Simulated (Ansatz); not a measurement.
**HfO (singlet): the correlation ladder, def2-TZVPP**

An exercise on one series of results from a longer session: the logs are not shown, and one member is left open.

Method: def2-TZVPP, core rule «outside noble gas», up to 5 orbitals frozen; program: Ansatz 0.2.0, Gaussian basis.

The runs, in order: UHF; CCSD(T) on RHF; CCSD(T) on UHF; CCSDT(Q) on RHF; CCSDT(Q) on UHF.

15 further runs of the same task are left out: 11 for a known fault of the program, 4 set aside as unsound or not needed.

## The system

The geometry is a PBE0/def2-TZVP stationary point (not a proven minimum) of the parent state, kept for this charge and spin. No spin-orbit coupling is included. Elements past krypton take def2 core potentials.

2 atoms, charge 0, spin multiplicity 1.

Atoms are counted from 1 here; the program's logs count them from 0.

Bond lengths: Hf1–O2 1.741 Å.

Set-up of the first run:

Input file in.yaml:

```yaml
crystal:
  periodic: [false, false, false]
  atoms:
    - {symbol: Hf, position_ang: [0.000000, 0.000000, 0.000000]}
    - {symbol: O, position_ang: [0.000000, 0.000000, 1.741200]}
basis:
  gaussian: {orbitals: def2-TZVPP}
magnetization: {spin_polarized: true, initial_magnetization: 0}
hamiltonian: {xc: hf}
output: {orbitals: {seedname: orbitals}}
```

Launch:

```console
ansatz run in.yaml --threads 1 --pin off --events-out ev --progress --plain --max-ram 4096MiB --backend cpu
```

Among the steps run: UHF; CCSD(T) on RHF; CCSD(T) on UHF; CCSDT(Q) on RHF; CCSDT(Q) on UHF.

One of the session's tables, all rows but one given; the rest of the session is left out.

| method | from RCCSDT(Q) (meV) |
| --- | --- |
| RHF | +9811.4 |
| UHF | +9808.2 |
| RMP2 | +246.7 |
| RCCSD | +623.4 |
| RCCSD(T) | +25.4 |
| RCCSDT | ? |
| RCCSDT(Q) | 0 |

Q: Estimate the row for RCCSDT from the others.

The run gave: from RCCSDT(Q) (meV): +45.4. In the column «from RCCSDT(Q) (meV)» it lies between RCCSD(T) (+25.4) and RMP2 (+246.7).

Not comparable, so not listed: CCSD(T) on UHF; CCSDT(Q) on UHF (they don't share determinant, frozen orbitals or solution with the rows shown, or repeat one).

Caveats from the session: Warnings: restricted reference is unstable; spin contamination; large T1 diagnostic.
